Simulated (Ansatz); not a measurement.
# TbBe2H2: from a guess to a relaxed structure

Where does this trial cell of TbBe2H2 go when cell and atoms are let free?

Method: DFT PBE, scalar-relativistic, plane waves, PAW; 4f electrons in the core of a trivalent norm-conserving potential, in Ansatz 0.2.0.

## 1. The starting structure

The structure is hexagonal, space group P6/mmm (No. 191). The conventional cell has a = 2.688 Å, b = 2.688 Å, c = 5.327 Å, α = 90.00°, β = 90.00°, γ = 120.00°. Tb (site symmetry 6/mmm) is surrounded by 2 H at 1.17 Å. Around Be (site symmetry -6m2) lie 3 Be at 1.55 Å. H (site symmetry 6mm) has 1 Tb at 1.17 Å in its first shell of neighbours.

Structure file:

```xyz
5
Lattice="2.6882 0.0000 0.0000 -1.3441 2.3280 0.0000 0.0000 0.0000 5.3271" Properties=species:S:1:pos:R:3 pbc="T T T"
Tb    0.0000    0.0000    2.6635
Be    0.0000    1.5520    0.0000
Be    1.3441    0.7760    0.0000
H     0.0000    0.0000    1.4909
H     0.0000    0.0000    3.8362
```

Recipe of the guess: random cell by space group and Wyckoff sites (P6/mmm, No. 191). Its size is a rough estimate.

## 2. A first look at the guess

Contents of input.yaml:

```yaml
crystal:
  lattice:
    - [2.68818312, 0.0, 0.0]
    - [-1.34409156, 2.32803487, 0.0]
    - [0.0, 0.0, 5.3270567]
  atoms:
    - { symbol: Tb, position: [0.0, 0.0, 0.5] }
    - { symbol: Be, position: [0.33333333, 0.66666667, 0.0] }
    - { symbol: Be, position: [0.66666667, 0.33333333, 0.0] }
    - { symbol: H, position: [0.0, 0.0, 0.27987088] }
    - { symbol: H, position: [0.0, 0.0, 0.72012912] }
basis:
  ecutwfc: 690
kpoints:
  mp_grid: { grid: [6, 6, 4] }
hamiltonian:
  xc: pbe
  pseudopotentials:
    kind: paw
    azcp: { Tb: "pseudopotentials/pbe/nc/lanthanide_3plus/Tb.nc.azcp" }
scf:
  occupations: { method: gaussian, width: 0.1 }
  lower_state_search: "off"
output:
  forces: true
  stress: true
  eigenvalues: true
```

Started as:

```console
> ansatz run input.yaml --threads 1 --pin off --max-ram 2560MiB --backend cpu --events-out ev --progress --plain --runs-dir out
```

The session goes on with these runs: a loose first relaxation; full relaxation.

Before running it: what results should come out? Wanted: conventional cell; volume; energy over the elements; gap on the mesh.

**Answer**, as computed:

```
                                                              quantity                                                                       value
                                symmetry at the end (tolerance 0.05 Å)                                                space group P6/mmm (No. 191)
                                                     conventional cell  a = 3.729 Å, b = 3.729 Å, c = 4.891 Å, α = 90.00°, β = 90.00°, γ = 120.00°
                                                                volume                                                               11.78 Å³/atom
energy over the elements (uncorrected; H, N, O, F and Cl as molecules)                                                               +0.62 eV/atom
                                                       gap on the mesh                                                                none (metal)
```

What this shows: The space group P6/mmm (No. 191) is kept, and the volume per atom grows by 76.7 % from the first guess. The formation energy is positive, so the separate elements lie lower. No finished test with a distortion of lower symmetry is shown, so the end may be a saddle point. Spin-orbit coupling is left out for Tb. Where forces pass 15 eV/Å atoms stand far too close, the PAW spheres overlap strongly and those numbers are rough. The lanthanide's 4f electrons sit in the core of its potential, so it is trivalent by construction and shows no f bands or moments.

No U or exact exchange acts on the 4f shell of Tb, so a metallic reading can be the functional's.
